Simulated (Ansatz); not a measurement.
# LiPb26Se27 (Clausthalite): the cost of one run

Computed with Ansatz 0.2.0 (DFT, PBE, plane-wave PAW, default files, scalar-relativistic, as far as a step names no other, unless a step's input says otherwise).

## Step 1: The system as given

It takes space group Fm-3m (No. 225, cubic). Conventional cell: a = 18.364 Å, b = 18.364 Å, c = 18.364 Å, α = 90.00°, β = 90.00°, γ = 90.00°. Li (site symmetry m-3m) is surrounded by 6 Se at 3.06 Å. Around Pb (site symmetry mm2) lie 6 Se at 3.06 Å. Pb (site symmetry 3m) is surrounded by 6 Se at 3.06 Å. Pb (site symmetry 4mm) is surrounded by 6 Se at 3.06 Å. Se (site symmetry 3m) is surrounded by 6 Pb at 3.06 Å. Se (site symmetry 4mm) has 5 Pb at 3.06 Å and 1 Li at 3.06 Å as nearest neighbours. Around Se (site symmetry mm2) lie 6 Pb at 3.06 Å. Se (site symmetry m-3m) is surrounded by 6 Pb at 3.06 Å.

Coordinates:

```cif
data_structure
_symmetry_space_group_name_H-M 'P 1'
_symmetry_Int_Tables_number 1
_cell_length_a 12.9852
_cell_length_b 12.9852
_cell_length_c 12.9852
_cell_angle_alpha 60.000
_cell_angle_beta 60.000
_cell_angle_gamma 60.000
_cell_volume 1548.23
loop_
_atom_site_label
_atom_site_type_symbol
_atom_site_fract_x
_atom_site_fract_y
_atom_site_fract_z
_atom_site_occupancy
Li1 Li 0.00000 0.00000 0.00000 1
Pb1 Pb 0.00000 0.00000 0.33333 1
Pb2 Pb 0.00000 0.00000 0.66667 1
Pb3 Pb 0.00000 0.33333 0.00000 1
Pb4 Pb 0.00000 0.33333 0.33333 1
Pb5 Pb 0.00000 0.33333 0.66667 1
Pb6 Pb 0.00000 0.66667 0.00000 1
Pb7 Pb 0.00000 0.66667 0.33333 1
Pb8 Pb 0.00000 0.66667 0.66667 1
Pb9 Pb 0.33333 0.00000 0.00000 1
Pb10 Pb 0.33333 0.00000 0.33333 1
Pb11 Pb 0.33333 0.00000 0.66667 1
Pb12 Pb 0.33333 0.33333 0.00000 1
Pb13 Pb 0.33333 0.33333 0.33333 1
Pb14 Pb 0.33333 0.33333 0.66667 1
Pb15 Pb 0.33333 0.66667 0.00000 1
Pb16 Pb 0.33333 0.66667 0.33333 1
Pb17 Pb 0.33333 0.66667 0.66667 1
Pb18 Pb 0.66667 0.00000 0.00000 1
Pb19 Pb 0.66667 0.00000 0.33333 1
Pb20 Pb 0.66667 0.00000 0.66667 1
Pb21 Pb 0.66667 0.33333 0.00000 1
Pb22 Pb 0.66667 0.33333 0.33333 1
Pb23 Pb 0.66667 0.33333 0.66667 1
Pb24 Pb 0.66667 0.66667 0.00000 1
Pb25 Pb 0.66667 0.66667 0.33333 1
Pb26 Pb 0.66667 0.66667 0.66667 1
Se1 Se 0.16667 0.16667 0.16667 1
Se2 Se 0.16667 0.16667 0.50000 1
Se3 Se 0.16667 0.16667 0.83333 1
Se4 Se 0.16667 0.50000 0.16667 1
Se5 Se 0.16667 0.50000 0.50000 1
Se6 Se 0.16667 0.50000 0.83333 1
Se7 Se 0.16667 0.83333 0.16667 1
Se8 Se 0.16667 0.83333 0.50000 1
Se9 Se 0.16667 0.83333 0.83333 1
Se10 Se 0.50000 0.16667 0.16667 1
Se11 Se 0.50000 0.16667 0.50000 1
Se12 Se 0.50000 0.16667 0.83333 1
Se13 Se 0.50000 0.50000 0.16667 1
Se14 Se 0.50000 0.50000 0.50000 1
Se15 Se 0.50000 0.50000 0.83333 1
Se16 Se 0.50000 0.83333 0.16667 1
Se17 Se 0.50000 0.83333 0.50000 1
Se18 Se 0.50000 0.83333 0.83333 1
Se19 Se 0.83333 0.16667 0.16667 1
Se20 Se 0.83333 0.16667 0.50000 1
Se21 Se 0.83333 0.16667 0.83333 1
Se22 Se 0.83333 0.50000 0.16667 1
Se23 Se 0.83333 0.50000 0.50000 1
Se24 Se 0.83333 0.50000 0.83333 1
Se25 Se 0.83333 0.83333 0.16667 1
Se26 Se 0.83333 0.83333 0.50000 1
Se27 Se 0.83333 0.83333 0.83333 1
```

Atom 1 of the input is the impurity.

## Step 2: First run, atoms as given

File input.yaml:

```yaml
crystal:
  lattice:
    - [0.0, 9.18195, 9.18195]
    - [9.18195, 0.0, 9.18195]
    - [9.18195, 9.18195, 0.0]
  atoms:
    - { symbol: Li, position: [0.0, 0.0, 0.0] }
    - { symbol: Pb, position: [0.0, 0.0, 0.3333333333] }
    - { symbol: Pb, position: [0.0, 0.0, 0.6666666667] }
    - { symbol: Pb, position: [0.0, 0.3333333333, 0.0] }
    - { symbol: Pb, position: [0.0, 0.3333333333, 0.3333333333] }
    - { symbol: Pb, position: [0.0, 0.3333333333, 0.6666666667] }
    - { symbol: Pb, position: [0.0, 0.6666666667, 0.0] }
    - { symbol: Pb, position: [0.0, 0.6666666667, 0.3333333333] }
    - { symbol: Pb, position: [0.0, 0.6666666667, 0.6666666667] }
    - { symbol: Pb, position: [0.3333333333, 0.0, 0.0] }
    - { symbol: Pb, position: [0.3333333333, 0.0, 0.3333333333] }
    - { symbol: Pb, position: [0.3333333333, 0.0, 0.6666666667] }
    - { symbol: Pb, position: [0.3333333333, 0.3333333333, 0.0] }
    - { symbol: Pb, position: [0.3333333333, 0.3333333333, 0.3333333333] }
    - { symbol: Pb, position: [0.3333333333, 0.3333333333, 0.6666666667] }
    - { symbol: Pb, position: [0.3333333333, 0.6666666667, 0.0] }
    - { symbol: Pb, position: [0.3333333333, 0.6666666667, 0.3333333333] }
    - { symbol: Pb, position: [0.3333333333, 0.6666666667, 0.6666666667] }
    - { symbol: Pb, position: [0.6666666667, 0.0, 0.0] }
    - { symbol: Pb, position: [0.6666666667, 0.0, 0.3333333333] }
    - { symbol: Pb, position: [0.6666666667, 0.0, 0.6666666667] }
    - { symbol: Pb, position: [0.6666666667, 0.3333333333, 0.0] }
    - { symbol: Pb, position: [0.6666666667, 0.3333333333, 0.3333333333] }
    - { symbol: Pb, position: [0.6666666667, 0.3333333333, 0.6666666667] }
    - { symbol: Pb, position: [0.6666666667, 0.6666666667, 0.0] }
    - { symbol: Pb, position: [0.6666666667, 0.6666666667, 0.3333333333] }
    - { symbol: Pb, position: [0.6666666667, 0.6666666667, 0.6666666667] }
    - { symbol: Se, position: [0.1666666667, 0.1666666667, 0.1666666667] }
    - { symbol: Se, position: [0.1666666667, 0.1666666667, 0.5] }
    - { symbol: Se, position: [0.1666666667, 0.1666666667, 0.8333333333] }
    - { symbol: Se, position: [0.1666666667, 0.5, 0.1666666667] }
    - { symbol: Se, position: [0.1666666667, 0.5, 0.5] }
    - { symbol: Se, position: [0.1666666667, 0.5, 0.8333333333] }
    - { symbol: Se, position: [0.1666666667, 0.8333333333, 0.1666666667] }
    - { symbol: Se, position: [0.1666666667, 0.8333333333, 0.5] }
    - { symbol: Se, position: [0.1666666667, 0.8333333333, 0.8333333333] }
    - { symbol: Se, position: [0.5, 0.1666666667, 0.1666666667] }
    - { symbol: Se, position: [0.5, 0.1666666667, 0.5] }
    - { symbol: Se, position: [0.5, 0.1666666667, 0.8333333333] }
    - { symbol: Se, position: [0.5, 0.5, 0.1666666667] }
    - { symbol: Se, position: [0.5, 0.5, 0.5] }
    - { symbol: Se, position: [0.5, 0.5, 0.8333333333] }
    - { symbol: Se, position: [0.5, 0.8333333333, 0.1666666667] }
    - { symbol: Se, position: [0.5, 0.8333333333, 0.5] }
    - { symbol: Se, position: [0.5, 0.8333333333, 0.8333333333] }
    - { symbol: Se, position: [0.8333333333, 0.1666666667, 0.1666666667] }
    - { symbol: Se, position: [0.8333333333, 0.1666666667, 0.5] }
    - { symbol: Se, position: [0.8333333333, 0.1666666667, 0.8333333333] }
    - { symbol: Se, position: [0.8333333333, 0.5, 0.1666666667] }
    - { symbol: Se, position: [0.8333333333, 0.5, 0.5] }
    - { symbol: Se, position: [0.8333333333, 0.5, 0.8333333333] }
    - { symbol: Se, position: [0.8333333333, 0.8333333333, 0.1666666667] }
    - { symbol: Se, position: [0.8333333333, 0.8333333333, 0.5] }
    - { symbol: Se, position: [0.8333333333, 0.8333333333, 0.8333333333] }
total_charge: -1
kpoints:
  mp_grid: { grid: [2, 2, 2] }
scf:
  occupations: { method: fermi_dirac, width: 0.01 }
hamiltonian:
  xc: pbe
  pseudopotentials: { kind: paw }
output:
  forces: true
  stress: true
  populations: true
  efg: { quadrupole_moments_barn: { Li: -0.0401 }, contact_densities: true }
```

Command:

```sh
$ ansatz run input.yaml --threads 4 --pin off --max-ram 10240MiB --backend cpu --events-out ev --progress --plain --runs-dir out
```

Q: Estimate wall time and peak memory on 4 threads of Arm Neoverse V1, shared host.

About 2 min, with a peak of 7.4 GiB.
